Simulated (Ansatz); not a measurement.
# C2H5F3GeO: small, medium and large basis sets

How large a basis does C2H5F3GeO need? Two functionals are run in growing sets.

Method: one geometry, several basis sets; program: Ansatz 0.2.0, Gaussian basis.

The runs, in order: PBE0-D4/def2-SVP; ωB97M-V/def2-SVP; PBE0-D4/def2-QZVPP; ωB97M-V/def2-QZVPP; the functionals' def2-TZVPP values are taken from earlier runs.

## 1. Structure used throughout

An earlier PBE0-D4 in a triple-zeta def2 set relaxation fixed the geometry.

12 atoms, charge 0, spin multiplicity 1.

Atoms are counted from 1 here; the program's logs count them from 0.

Bond lengths: F1–C2 1.342 Å, C2–F3 1.334 Å, C2–F4 1.334 Å, C2–C5 1.514 Å, C5–O6 1.390 Å, C5–H8 1.099 Å, C5–H9 1.099 Å, O6–Ge7 1.787 Å, Ge7–H10 1.528 Å, Ge7–H11 1.539 Å, Ge7–H12 1.539 Å. Angles: F1–C2–F3 107.7°, F1–C2–F4 107.7°, F1–C2–C5 109.4°, F3–C2–F4 107.7°, F3–C2–C5 112.1°, F4–C2–C5 112.1°, C2–C5–O6 109.0°, C2–C5–H8 106.7°, C2–C5–H9 106.7°, O6–C5–H8 112.9°, O6–C5–H9 113.0°, H8–C5–H9 108.2°, C5–O6–Ge7 119.0°, O6–Ge7–H10 104.2°, O6–Ge7–H11 108.2°, O6–Ge7–H12 108.1°, H10–Ge7–H11 112.8°, H10–Ge7–H12 112.8° and more.

## 2. PBE0-D4 in def2-SVP

in.yaml reads:

```yaml
crystal:
  periodic: [false, false, false]
  atoms:
    - {symbol: F, position_ang: [-1.593691, -1.233793, 2.117096]}
    - {symbol: C, position_ang: [-1.314702, -1.130023, 0.808564]}
    - {symbol: F, position_ang: [-2.438902, -0.780742, 0.181137]}
    - {symbol: F, position_ang: [-0.966554, -2.341326, 0.371289]}
    - {symbol: C, position_ang: [-0.210921, -0.113461, 0.607592]}
    - {symbol: O, position_ang: [0.070454, -0.012943, -0.749403]}
    - {symbol: Ge, position_ang: [1.370208, 1.090845, -1.284574]}
    - {symbol: H, position_ang: [-0.567996, 0.830673, 1.041907]}
    - {symbol: H, position_ang: [0.647736, -0.459637, 1.199651]}
    - {symbol: H, position_ang: [1.397243, 0.931002, -2.803658]}
    - {symbol: H, position_ang: [1.002022, 2.518403, -0.841821]}
    - {symbol: H, position_ang: [2.682204, 0.645799, -0.613681]}
basis:
  gaussian: {orbitals: def2-SVP}
hamiltonian: {xc: pbe0, dispersion: d4}
output: {orbitals: {seedname: orbitals}}
```

The run is started by

```sh
ansatz run in.yaml --threads 4 --pin off --events-out ev --progress --plain --max-ram 11315MiB
```

The runs that follow: ωB97M-V in def2-SVP; PBE0-D4 in def2-QZVPP; ωB97M-V in def2-QZVPP.

**Question.** What will the summary of the whole plan be? Wanted: PBE0-D4: double and triple zeta above quadruple; ωB97M-V: double and triple zeta above quadruple.

As calculated:

| quantity | value |
| --- | --- |
| PBE0-D4: double and triple zeta above quadruple | 23.76, 1.87 eV |
| ωB97M-V: double and triple zeta above quadruple | 24.02, 1.81 eV |

In words: For PBE0-D4 the step from double to triple zeta gains 21.89 eV and the next only 1.87 eV. Total energies overstate the basis error of differences, where much of it tends to cancel. The LUMO of ωB97M-V is positive and keeps falling with the basis (1.95 to 1.15 eV): an unbound level that the basis holds in place.
